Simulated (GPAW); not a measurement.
VGe3, 8 atoms in the cell. It takes space group Pm-3n (No. 223, cubic). Conventional cell: a = 4.768 Å, b = 4.768 Å, c = 4.768 Å, α = 90.00°, β = 90.00°, γ = 90.00°. Around Ge (site symmetry -4m2) lie 2 Ge at 2.38 Å and 4 V at 2.67 Å. Around V (site symmetry m-3) lie 12 Ge at 2.67 Å. 

| Quantity | Value |
| --- | --- |
| Program | GPAW 26.7.0 |
| Task | single point |
| Functional | PBE |
| Potentials or basis | GPAW PAW data sets (gpaw-data 1.2.1) |
| Cutoff | 450 eV |
| Basis | pw |
| k mesh | 5 × 5 × 5 |
| Occupations | fermi-dirac, width 0.05 eV |
| Spin | collinear spin, ferromagnetic start |
| Starting moments | [0.0, 0.0, 0.0, 0.0, 0.0, 0.0, 3.0, 3.0] μB |
| Maxiter | 120 |
| Convergence | default |

Potentials or basis: GPAW PAW data sets (gpaw-data 1.2.1), pw.

Launch:

```bash
$ OMP_NUM_THREADS=1 python run.py
```

Hardware: 1 thread of Arm Neoverse V2, on a shared host.

Question: How long does it take, and how much memory?

Answer: Run time: 56 s on 1 thread of Arm Neoverse V2, on a shared host, peak memory 0.21 GiB. Counts: scf iterations 13, plane waves 2373, bands 47, k points 11.
